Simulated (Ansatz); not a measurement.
# CH₇GeNO: one species, many methods

Aim: compute CH₇GeNO with functionals from several rungs and with coupled cluster, and see how far each lands from CCSD(T) at the basis-set limit for the atomisation energy.

Computed with Ansatz 0.2.0, Gaussian basis. Level: functionals in def2-TZVPP, the program's frozen cores in correlated methods.

The runs, in order: PBE-D4, r2SCAN-D4, PBE0-D4, B3LYP-D4, ωB97X-V, ωB97M-V, B2PLYP; CCSD(T)/def2-TZVPP; MP2/def2-QZVPP; extrapolation to the limit.

### Step 1. Structure used throughout

An earlier PBE0-D4 in a triple-zeta def2 set relaxation fixed the geometry.

SMILES `[NH2][GeH2][CH2]O`, 11 atoms, charge 0, spin multiplicity 1.

Atoms are counted from 1 here; the program's logs count them from 0.

Bond lengths: N1–Ge2 1.860 Å, N1–H5 1.011 Å, N1–H6 1.010 Å, Ge2–C3 1.972 Å, Ge2–H7 1.544 Å, Ge2–H8 1.538 Å, C3–O4 1.409 Å, C3–H9 1.092 Å, C3–H10 1.099 Å, O4–H11 0.971 Å. Angles: Ge2–N1–H5 114.7°, Ge2–N1–H6 114.5°, H5–N1–H6 108.2°, N1–Ge2–C3 99.6°, N1–Ge2–H7 112.2°, N1–Ge2–H8 106.6°, C3–Ge2–H7 114.1°, C3–Ge2–H8 113.1°, H7–Ge2–H8 110.7°, Ge2–C3–O4 108.1°, Ge2–C3–H9 111.2°, Ge2–C3–H10 109.7°, O4–C3–H9 108.7°, O4–C3–H10 111.8°, H9–C3–H10 107.4°, C3–O4–H11 106.7°.

### Step 2. PBE-D4 (GGA)

in.yaml reads:

```yaml
crystal:
  periodic: [false, false, false]
  atoms:
    - {symbol: N, position_ang: [-1.246176, 0.907668, -0.252841]}
    - {symbol: Ge, position_ang: [0.574980, 0.595809, -0.468299]}
    - {symbol: C, position_ang: [0.753150, -1.055199, 0.596084]}
    - {symbol: O, position_ang: [-0.440015, -1.791954, 0.462271]}
    - {symbol: H, position_ang: [-1.477809, 1.573206, 0.471684]}
    - {symbol: H, position_ang: [-1.726837, 1.181771, -1.097704]}
    - {symbol: H, position_ang: [1.432723, 1.772016, 0.045559]}
    - {symbol: H, position_ang: [0.806924, 0.371432, -1.972062]}
    - {symbol: H, position_ang: [1.584628, -1.667176, 0.238839]}
    - {symbol: H, position_ang: [0.960082, -0.798891, 1.644868]}
    - {symbol: H, position_ang: [-1.156249, -1.145582, 0.352301]}
basis:
  gaussian: {orbitals: def2-TZVPP}
hamiltonian: {xc: pbe, dispersion: d4}
output: {forces: true, orbitals: {seedname: orbitals}}
```

Command:

```console
$ ansatz run in.yaml --threads 4 --pin off --events-out ev --progress --plain --max-ram 10444MiB
```

Further steps of the session: r2SCAN-D4 (meta-GGA); PBE0-D4 (hybrid); B3LYP-D4 (hybrid); ωB97X-V (range-separated); ωB97M-V (range-separated); B2PLYP (double hybrid); CCSD(T) in def2-TZVPP; MP2 in def2-QZVPP.

**Question.** What will the summary of the whole plan be? Wanted: atomisation energy, CCSD(T)/CBS; farthest; mean size of error, hybrid; mean size of error, range-separated; gap, smallest and largest; T1 diagnostic; triples share of the correlation energy.

As calculated:

| quantity | value |
| --- | --- |
| atomisation energy, CCSD(T)/CBS | 38.098 eV |
| functionals within 0.381 eV (1.0 %) | r2SCAN-D4, PBE0-D4, B3LYP-D4, ωB97X-V, ωB97M-V |
| farthest | B2PLYP (-0.609 eV) |
| mean size of error, hybrid | 0.277 eV |
| mean size of error, range-separated | 0.078 eV |
| gap, smallest and largest | 5.14 eV (PBE-D4), 11.79 eV (ωB97X-V) |
| T1 diagnostic | 0.0110 |
| triples share of the correlation energy | 3.6 % |

In words: PBE-D4 misses by +0.430 eV. Double hybrids carry the basis error of their MP2 part in triple zeta, and no dispersion term here, so their miss is partly the set-up's. Misses under about 0.381 eV are within the doubt on the reference itself, which lacks core-valence correlation, relativity and higher excitations, and its outer-core shells are covered unevenly. Hartree-Fock recovers 68 % of the binding; the rest is correlation. The gap grows from 5.1 to 11.8 eV across the functionals, mostly with the share of exact exchange. Correlated methods include outer-core shells of Ge, which these sets cover unevenly.
